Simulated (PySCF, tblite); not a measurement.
# C4H11Si3 radical: geometry, infrared bands and EPR parameters

Aim: predict the infrared bands and EPR parameters of C4H11Si3 radical (`CC#C[SiH]C([SiH3])[SiH3]`).

The runs use tblite 0.8.0 and PySCF 2.14.0, with density-fitted response routines of our own; the level of theory stands in each step. All values are computed, except where a source is named. Atoms count from 0, in the outputs and in this text.

## (1) Starting geometry

18 atoms, charge 0, multiplicity 2; geometry from: force field or distance geometry start.

Bonds of the start (Å): C0–C1 1.48, C1–C2 1.21, C2–Si3 1.82, Si3–C4 1.82, C4–Si5 1.85, C4–Si6 1.89, C0–H7 1.13, C0–H8 1.12, C0–H9 1.09, Si3–H10 1.47, C4–H11 1.13, Si5–H12 1.48, Si5–H13 1.48, Si5–H14 1.47, Si6–H15 1.48, Si6–H16 1.46, Si6–H17 1.47.

## (2) Relaxing the molecule with GFN2-xTB

Job settings and geometry (Å):

```
{"job": {"kind": "relax", "xc": "GFN2-xTB", "basis": "xTB"}, "charge": 0, "multiplicity": 2}
C      3.676900     0.215900    -0.704200
C      2.369100    -0.079900    -0.071600
C      1.322800    -0.330500     0.479300
Si    -0.258900    -0.698400     1.294800
C     -1.642200    -0.005900     0.329900
Si    -1.192800     1.316000    -0.886000
Si    -2.410600    -1.422900    -0.648400
H      4.149400     1.079100    -0.150200
H      4.404100    -0.627800    -0.551300
H      3.564400     0.393100    -1.771700
H     -0.325100    -0.154600     2.657000
H     -2.430800     0.357500     1.045300
H     -1.627200     0.979000    -2.257600
H     -2.019000     2.499800    -0.542000
H      0.222000     1.696800    -0.889800
H     -3.863400    -1.335100    -0.394700
H     -2.062900    -1.163100    -2.045300
H     -1.884700    -2.712800    -0.169700
```

Started as:

```
$ OMP_NUM_THREADS=1 python probes_run.py task.json out
```

This one command runs all jobs of the session in turn.

**Question.** This job is followed by: GFN2-xTB harmonic vibrations, gas phase; UKS B3LYP, pcH-1 on C H Si, non-relativistic, mean-field spin-orbit, GIAO. What will the session give for the following? strongest single infrared mode (GFN2-xTB); zero-point energy (GFN2-xTB); g(iso) (B3LYP); ⟨S²⟩; largest a(iso) (averaged by class); potential on the surface of density 0.002 e/bohr³, 1st and 99th percentile.

The runs gave:

| quantity | value |
| --- | --- |
| strongest single infrared mode (GFN2-xTB) | 2242 cm⁻¹, 553 km/mol |
| zero-point energy (GFN2-xTB) | 74.1 kcal/mol |
| g(iso) (B3LYP) | 2.00286 |
| ⟨S²⟩ | 0.755 (exact 0.75) |
| largest a(iso) (averaged by class) | 29Si on Si3, -474.6 MHz |
| potential on the surface of density 0.002 e/bohr³, 1st and 99th percentile | -0.78 V and 1.02 V |

What this shows: The optimisation took 174 steps and gained 0.667 eV; among the close pairs (by a distance rule), Si3–C4 changed most, from 1.823 to 1.905 Å. The lowest mode is slightly imaginary (16i cm⁻¹), a soft motion within the noise of the Hessian, so the minimum is not strictly shown. The strongest single mode, at 2242 cm⁻¹, moves mainly H12. GFN2-xTB is a fitted tight-binding method: band positions and strengths are rough. Its intensities can rank the bands wrongly. Most of the unpaired spin sits on Si3 (0.89 e). The isotropic g lies 0.5 ppt above the free-electron value. These values are for one conformer; the search (at its own cheap level) found 2 more, at 0.11, 0.56 kcal/mol, and measured spectra average over such forms.
